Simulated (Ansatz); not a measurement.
# SiTe5: the cost of one run

Computed with Ansatz 0.2.0 (DFT PBE, scalar-relativistic, plane waves, PAW, unless a step's input says otherwise).

1 further run of the same task is left out (it didn't finish).

### Step 1. Starting point

It takes space group P6/mmm (No. 191, hexagonal). The conventional cell has a = 6.473 Å, b = 6.473 Å, c = 5.328 Å, α = 90.00°, β = 90.00°, γ = 120.00°. Around Si (site symmetry 6/mmm) lie 18 Te at 3.74 to 4.19 Å. Around Te (site symmetry -6m2) lie 9 Te at 3.25 to 3.74 Å and 3 Si at 3.74 Å. Te (site symmetry mmm) is surrounded by 8 Te at 3.24 to 3.25 Å.

As a file:

```cif
data_structure
_symmetry_space_group_name_H-M 'P6/mmm'
_symmetry_Int_Tables_number 191
_cell_length_a 6.4729
_cell_length_b 6.4729
_cell_length_c 5.3276
_cell_angle_alpha 90.000
_cell_angle_beta 90.000
_cell_angle_gamma 120.000
_cell_volume 193.31
loop_
_atom_site_label
_atom_site_type_symbol
_atom_site_symmetry_multiplicity
_atom_site_Wyckoff_symbol
_atom_site_fract_x
_atom_site_fract_y
_atom_site_fract_z
_atom_site_occupancy
Si1 Si 1 a 0.00000 0.00000 0.00000 1
Te1 Te 2 c 0.33333 0.66667 0.00000 1
Te2 Te 3 g 0.50000 0.00000 0.50000 1
```

A structure generator made this guess: species swapped into a database cell of CeIr5 (P6/mmm, No. 191), with Si on the Ce sites and Te on the Ir sites. Its size is a rough estimate.

### Step 2. The guess as it stands, on a coarse mesh

Contents of input.yaml:

```yaml
crystal:
  lattice:
    - [6.47291516, 0.0, 0.0]
    - [-3.23645758, 5.60570897, 0.0]
    - [0.0, 0.0, 5.32755337]
  atoms:
    - { symbol: Si, position: [0.0, 0.0, 0.0] }
    - { symbol: Te, position: [0.33333333, 0.66666667, 0.0] }
    - { symbol: Te, position: [0.66666667, 0.33333333, 0.0] }
    - { symbol: Te, position: [0.5, 0.0, 0.5] }
    - { symbol: Te, position: [0.5, 0.5, 0.5] }
    - { symbol: Te, position: [0.0, 0.5, 0.5] }
basis:
  ecutwfc: 420
kpoints:
  mp_grid: { grid: [3, 3, 4] }
hamiltonian:
  xc: pbe
scf:
  occupations: { method: gaussian, width: 0.1 }
  lower_state_search: "off"
output:
  forces: true
  stress: true
  eigenvalues: true
```

On the command line:

```sh
> ansatz run input.yaml --threads 1 --pin off --max-ram 2560MiB --backend cpu --events-out ev --progress --plain --runs-dir out
```

What time and memory should one allow on 1 thread of Arm Neoverse V2, shared host?

About 5.3 s, with a peak of 0.42 GiB.
